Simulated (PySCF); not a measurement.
# [Hf(NH2)2]2+: other functionals and bases at one geometry

Aim: see how levels, charges and forces of [Hf(NH2)2]2+ depend on the level of theory. The structure is generated, not taken from experiment.

Program: PySCF 2.14.0. Level of theory: several levels, as the steps say, no spin–orbit coupling. These are calculated values, not measurements.

1 further run of the same task is left out (for a known fault of the program).

### 1 Starting geometry

7 atoms, charge 2, spin multiplicity 1.

Bond lengths: Hf1–N2 1.913 Å, Hf1–N5 1.913 Å, N2–H3 1.035 Å, N2–H4 1.032 Å, N5–H6 1.032 Å, N5–H7 1.035 Å. Angles: N2–Hf1–N5 100.4°, Hf1–N2–H3 125.9°, Hf1–N2–H4 127.2°, H3–N2–H4 106.9°, Hf1–N5–H6 127.2°, Hf1–N5–H7 125.9°, H6–N5–H7 106.9°.

Geometry (Å):

```
Hf    0.0000   -0.7990    0.0595
N     1.4700   -0.0350    1.0156
H     2.4725   -0.1919    0.8135
H     1.4233    0.6084    1.8217
N    -1.4700   -0.0350    1.0156
H    -1.4233    0.6084    1.8217
H    -2.4725   -0.1919    0.8135
```

Formal oxidation states: Hf +4. An earlier session relaxed this geometry at PBE0, Hf def2-SVP with ECP60, N def2-SVP, H def2-SVP (singlet, point group C2v).

At PBE0 on the finer grid: E = -159.023949 Eh, HOMO -19.32 eV, LUMO -13.96 eV, Mulliken charge on Hf1 +1.61 e, largest force component 0.017 eV/Å. 

Levels to run: M06-L; r2SCAN; PBE0, TZVP. Hardware: 2 threads of Arm Neoverse V2, shared host.

### 2 M06-L

The input, run.py (the lines that set the calculation):

```python
mol = gto.M(atom='''
Hf     0.00000    -0.79904     0.05946
N      1.46997    -0.03498     1.01561
H      2.47252    -0.19187     0.81345
H      1.42333     0.60837     1.82169
N     -1.46997    -0.03498     1.01561
H     -1.42333     0.60837     1.82169
H     -2.47252    -0.19187     0.81345''',
    basis={'Hf': 'def2-SVP', 'N': 'def2-SVP', 'H': 'def2-SVP'},
    ecp={'Hf': 'def2-SVP'},
    charge=2, spin=0)
mf = dft.RKS(mol, xc='M06L')
mf.grids.atom_grid = (75, 302)
mf = mf.density_fit()  # fitting sets: Hf def2-universal-JKFIT, N def2-universal-JKFIT, H def2-universal-JKFIT
mf.conv_tol = 1e-08; mf.max_cycle = 55
mf.kernel(dm0)  # dm0: the density of the relaxed state
```

Started as:

```bash
$ OMP_NUM_THREADS=2 python run.py
```

Output:

```text
init E= -159.188331352759
  HOMO = -0.671325446927222  LUMO = -0.51724071458033  gap/eV = 4.19286
cycle= 1 E= -159.1911011277  delta_E= -0.00277  |g|= 0.016  |ddm|= 0.182
  HOMO = -0.665705580179305  LUMO = -0.51336830935735  gap/eV = 4.14531
cycle= 2 E= -159.191106461062  delta_E= -5.33e-06  |g|= 0.0157  |ddm|= 0.0356
  HOMO = -0.667875703827022  LUMO = -0.514157781382922  gap/eV = 4.18288
cycle= 3 E= -159.191135880477  delta_E= -2.94e-05  |g|= 0.00966  |ddm|= 0.0161
  HOMO = -0.667603669534084  LUMO = -0.514886046883298  gap/eV = 4.15566
cycle= 4 E= -159.191157905037  delta_E= -2.2e-05  |g|= 0.00293  |ddm|= 0.0117
  HOMO = -0.667533114786541  LUMO = -0.514568040041503  gap/eV = 4.16239
cycle= 5 E= -159.191160755485  delta_E= -2.85e-06  |g|= 0.000279  |ddm|= 0.00342
  HOMO = -0.667550081885732  LUMO = -0.514579867443953  gap/eV = 4.16253
cycle= 6 E= -159.191160772676  delta_E= -1.72e-08  |g|= 6.03e-05  |ddm|= 0.00027
  HOMO = -0.667544195597515  LUMO = -0.514576084725433  gap/eV = 4.16247
cycle= 7 E= -159.191160773486  delta_E= -8.1e-10  |g|= 1.28e-05  |ddm|= 6.02e-05
  HOMO = -0.667543697517392  LUMO = -0.514579795945618  gap/eV = 4.16236
Extra cycle  E= -159.191160773156  delta_E= 3.3e-10  |g|= 3.66e-05  |ddm|= 4.85e-05
converged SCF energy = -159.191160773156
```

Wall time 3.6 s (2 threads of Arm Neoverse V2, shared host).

Read off: E = -159.191161 Eh, HOMO -18.16 eV, LUMO -14.00 eV, Mulliken charge on Hf1 +1.70 e, largest force component 0.325 eV/Å. 

### 3 r2SCAN

Changes to run.py (the lines that set the calculation) since step 2:

```diff
@@ -11,3 +11,3 @@
     charge=2, spin=0)
-mf = dft.RKS(mol, xc='M06L')
+mf = dft.RKS(mol, xc='R2SCAN')
 mf.grids.atom_grid = (75, 302)
```

Started as:

```bash
$ OMP_NUM_THREADS=2 python run.py
```

Output:

```text
init E= -159.125545272827
  HOMO = -0.672566980714851  LUMO = -0.532000436713176  gap/eV = 3.82501
cycle= 1 E= -159.126017870361  delta_E= -0.000473  |g|= 0.0299  |ddm|= 0.0951
  HOMO = -0.672763735942464  LUMO = -0.522592025532104  gap/eV = 4.08638
cycle= 2 E= -159.124043393505  delta_E= 0.00197  |g|= 0.0874  |ddm|= 0.123
  HOMO = -0.670347711406621  LUMO = -0.527510698551122  gap/eV = 3.88679
cycle= 3 E= -159.126293877887  delta_E= -0.00225  |g|= 0.00827  |ddm|= 0.0837
  HOMO = -0.671523117729133  LUMO = -0.528664702313414  gap/eV = 3.88738
cycle= 4 E= -159.126310489935  delta_E= -1.66e-05  |g|= 0.000804  |ddm|= 0.00885
  HOMO = -0.671474214754832  LUMO = -0.528604250099169  gap/eV = 3.88769
cycle= 5 E= -159.12631065901  delta_E= -1.69e-07  |g|= 0.000202  |ddm|= 0.000647
  HOMO = -0.671472558543566  LUMO = -0.528586818673338  gap/eV = 3.88812
cycle= 6 E= -159.126310671221  delta_E= -1.22e-08  |g|= 2.82e-05  |ddm|= 0.000208
  HOMO = -0.671470499383062  LUMO = -0.528583295991945  gap/eV = 3.88816
cycle= 7 E= -159.12631067143  delta_E= -2.08e-10  |g|= 3e-06  |ddm|= 3.18e-05
  HOMO = -0.671470571067994  LUMO = -0.528583877788648  gap/eV = 3.88814
Extra cycle  E= -159.126310671425  delta_E= 4.92e-12  |g|= 5.37e-06  |ddm|= 8.36e-06
converged SCF energy = -159.126310671425
```

Run time: 3.6 s. Hardware: 2 threads of Arm Neoverse V2, shared host.

Result: E = -159.126311 Eh, HOMO -18.27 eV, LUMO -14.38 eV, Mulliken charge on Hf1 +1.60 e, largest force component 0.295 eV/Å. 

### 4 PBE0, TZVP

Basis: Hf def2-TZVP with ECP60, N def2-TZVP, H def2-TZVP. 

Changes to run.py (the lines that set the calculation) since step 3:

```diff
@@ -8,6 +8,6 @@
 H     -2.47252    -0.19187     0.81345''',
-    basis={'Hf': 'def2-SVP', 'N': 'def2-SVP', 'H': 'def2-SVP'},
-    ecp={'Hf': 'def2-SVP'},
+    basis={'Hf': 'def2-TZVP', 'N': 'def2-TZVP', 'H': 'def2-TZVP'},
+    ecp={'Hf': 'def2-TZVP'},
     charge=2, spin=0)
-mf = dft.RKS(mol, xc='R2SCAN')
+mf = dft.RKS(mol, xc='PBE0')
 mf.grids.atom_grid = (75, 302)
@@ -15,2 +15,2 @@
 mf.conv_tol = 1e-08; mf.max_cycle = 55
-mf.kernel(dm0)  # dm0: the density of the relaxed state
+mf.kernel(dm0)  # dm0: free metal ions and neutral atoms
```

Started as:

```bash
$ OMP_NUM_THREADS=2 python run.py
```

Output:

```text
init E= -158.491908519444
  HOMO = -0.830176921930746  LUMO = -0.628125337733294  gap/eV = 5.49810
cycle= 1 E= -158.958527085243  delta_E= -0.467  |g|= 0.977  |ddm|= 1.95
  HOMO = -0.577518000555238  LUMO = -0.501536636404126  gap/eV = 2.06756
cycle= 2 E= -158.408694239027  delta_E= 0.55  |g|= 1.82  |ddm|= 1.45
  HOMO = -0.696550636959557  LUMO = -0.462054653313848  gap/eV = 6.38096
cycle= 3 E= -159.119337552388  delta_E= -0.711  |g|= 0.373  |ddm|= 1.17
  HOMO = -0.710383545077812  LUMO = -0.518685486853936  gap/eV = 5.21637
cycle= 4 E= -159.162709656383  delta_E= -0.0434  |g|= 0.0549  |ddm|= 0.335
  HOMO = -0.708777803762566  LUMO = -0.513317490827657  gap/eV = 5.31875
cycle= 5 E= -159.163407942062  delta_E= -0.000698  |g|= 0.0131  |ddm|= 0.0345
  HOMO = -0.709034311117046  LUMO = -0.512357685047471  gap/eV = 5.35184
cycle= 6 E= -159.163447015014  delta_E= -3.91e-05  |g|= 0.00251  |ddm|= 0.00811
  HOMO = -0.709264118618711  LUMO = -0.512326776698536  gap/eV = 5.35894
cycle= 7 E= -159.163448470995  delta_E= -1.46e-06  |g|= 0.000285  |ddm|= 0.00142
  HOMO = -0.709268861338326  LUMO = -0.512311808041273  gap/eV = 5.35947
cycle= 8 E= -159.16344849198  delta_E= -2.1e-08  |g|= 4.65e-05  |ddm|= 0.000245
  HOMO = -0.709265389447831  LUMO = -0.51231409470876  gap/eV = 5.35932
cycle= 9 E= -159.16344849301  delta_E= -1.03e-09  |g|= 8.56e-06  |ddm|= 5.72e-05
  HOMO = -0.709266483574158  LUMO = -0.512315647251725  gap/eV = 5.35931
Extra cycle  E= -159.16344849304  delta_E= -3e-11  |g|= 4.6e-06  |ddm|= 1.35e-05
converged SCF energy = -159.16344849304
```

It took 4.9 s on 2 threads of Arm Neoverse V2, shared host.

Result: E = -159.163448 Eh, HOMO -19.30 eV, LUMO -13.94 eV, Mulliken charge on Hf1 +1.84 e, largest force component 0.301 eV/Å. 

### 5 Results

| level | state | HOMO (eV) | gap (eV) | charge on Hf1 (e) | dipole (D) | largest force (eV/Å) | basis functions | time |
| --- | --- | --- | --- | --- | --- | --- | --- | --- |
| PBE0 (relaxed here) | singlet | -19.32 | 5.37 | 1.61 | 0.16 | 0.02 | 80 | 5.5 s |
| M06-L | singlet | -18.16 | 4.16 | 1.70 | 0.07 | 0.33 | 80 | 3.6 s |
| r2SCAN | singlet | -18.27 | 3.89 | 1.60 | 0.28 | 0.29 | 80 | 3.6 s |
| PBE0, TZVP | singlet | -19.30 | 5.36 | 1.84 | 0.03 | 0.30 | 126 | 4.9 s |

Times are on 2 threads of Arm Neoverse V2, shared host; the first row also made further properties. The dipole of a charged species depends on the origin, so these sizes hold for this origin alone.

In one basis the HOMO–LUMO gap runs from 3.89 eV (r2SCAN) to 5.37 eV (PBE0). The largest leftover force, 0.33 eV/Å with M06-L, stands at a geometry relaxed at another level. The Mulliken charge on Hf spans +1.60 to +1.84 e over the levels. Total energies of different levels can't be compared. Spin–orbit coupling is left out throughout.
